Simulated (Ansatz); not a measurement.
# TiO2: a relaxation

The task: find the equilibrium cell of TiO2.

Computed with Ansatz 0.2.0 (DFT r2SCAN+U, scalar-relativistic, plane waves, PAW, unless a step's input says otherwise).

Symmetry: Imma, No. 74, orthorhombic system. Conventional cell: a = 5.946 Å, b = 6.575 Å, c = 6.575 Å, α = 90.00°, β = 90.00°, γ = 90.00°. Around Ti (site symmetry mm2) lie 6 O at 1.94 to 2.00 Å. Around Ti (site symmetry 2/m) lie 6 O at 1.96 to 2.00 Å. O (site symmetry m) is surrounded by 3 Ti at 1.94 to 2.00 Å. O (site symmetry m) has 3 Ti at 1.96 to 2.00 Å in its first shell of neighbours.

Structure file:

```
Ti O
1.0
    -2.97316    3.28737    3.28740
     2.97316   -3.28737    3.28740
     2.97316    3.28737   -3.28740
Ti O
4 8
Direct
  0.50475 0.75475 0.75000
  0.49524 0.24524 0.25000
  0.00000 0.00000 0.50000
  0.00000 0.50000 0.00000
  0.30492 0.30477 0.49985
  0.19548 0.25038 0.94510
  0.30492 0.80507 0.00015
  0.80528 0.25038 0.55490
  0.19472 0.74962 0.44510
  0.80452 0.74962 0.05490
  0.69508 0.19493 0.99985
  0.69508 0.69523 0.50015
```

Source of the structure: the Materials Project (structure only).

The structure above is the start of the run; the results belong to its end.

```
                   quantity                                                                      value
relaxed cell (conventional)  a = 4.597 Å, b = 4.597 Å, c = 2.993 Å, α = 90.00°, β = 90.00°, γ = 90.00°
       space group (0.01 Å)                                                         P4_2/mnm (No. 136)
                     volume                                                              10.54 Å³/atom
            gap on the mesh                                                                    2.70 eV
```

In words: Relaxation lowered the volume by 1.6 %. A measured lattice constant a of TiO2 is 4.592 Å (300 K; powder; quoted in “Phonon quarticity induced by changes in phonon-tracked hybridization during lattice expansion and its stabilization of rutile TiO2”, 2015, arxiv:1502.04667); the calculated 4.597 Å misses it by +0.1 %. 3 values of this kind are on record in papers (4.592 to 4.594 Å); this one was drawn at random among those near their median. Against the measured lattice constant c of TiO2, 2.958 Å (300 K; powder; quoted in “Phonon quarticity induced by changes in phonon-tracked hybridization during lattice expansion and its stabilization of rutile TiO2”, 2015, arxiv:1502.04667), the calculated 2.993 Å is off by +1.2 %. 2 values of this kind are on record in papers (2.958 to 2.959 Å); this one was drawn at random among those near their median. That is the cell relaxed with r2SCAN+U, without thermal expansion or zero-point motion.

**Question.** Which input and command would start the relaxation behind these results?

A: The one used for the relaxation. It is one of several that fit.

input.yaml

```yaml
crystal:
  lattice:
    - [-2.97316, 3.287369, 3.287402]
    - [2.97316, -3.287369, 3.287402]
    - [2.97316, 3.287369, -3.287402]
  atoms:
    - { symbol: Ti, position: [0.504755, 0.754755, 0.75] }
    - { symbol: Ti, position: [0.495245, 0.245245, 0.25] }
    - { symbol: Ti, position: [0.0, 0.0, 0.5] }
    - { symbol: Ti, position: [0.0, 0.5, 0.0] }
    - { symbol: O, position: [0.304919, 0.30477, 0.499851] }
    - { symbol: O, position: [0.195484, 0.250383, 0.945101] }
    - { symbol: O, position: [0.304919, 0.805068, 0.000149] }
    - { symbol: O, position: [0.805282, 0.250383, 0.554899] }
    - { symbol: O, position: [0.194718, 0.749617, 0.445101] }
    - { symbol: O, position: [0.804516, 0.749617, 0.054899] }
    - { symbol: O, position: [0.695081, 0.194932, 0.999851] }
    - { symbol: O, position: [0.695081, 0.69523, 0.500149] }
basis:
  ecutwfc: 500
kpoints:
  mp_grid: { grid: [6, 6, 6] }
hamiltonian:
  xc: r2scan
  hubbard: { sites: [{ species: Ti, l: d, u_eff: 4.0 }] }
scf:
  occupations: { method: gaussian, width: 0.02 }
output:
  forces: true
  stress: true
  eigenvalues: true
  write_density: true
  write_potential: true
  elf: true
  volumetric_format: npy
relax:
  adjacent_minimum: "off"
  f_tol: 0.005
  max_steps: 80
  cell: { stress_tol: 0.05 }
```

Launch:

```sh
$ ansatz run input.yaml --threads 2 --pin off --max-ram 5120MiB --backend cpu --events-out ev --progress --plain --runs-dir out
```
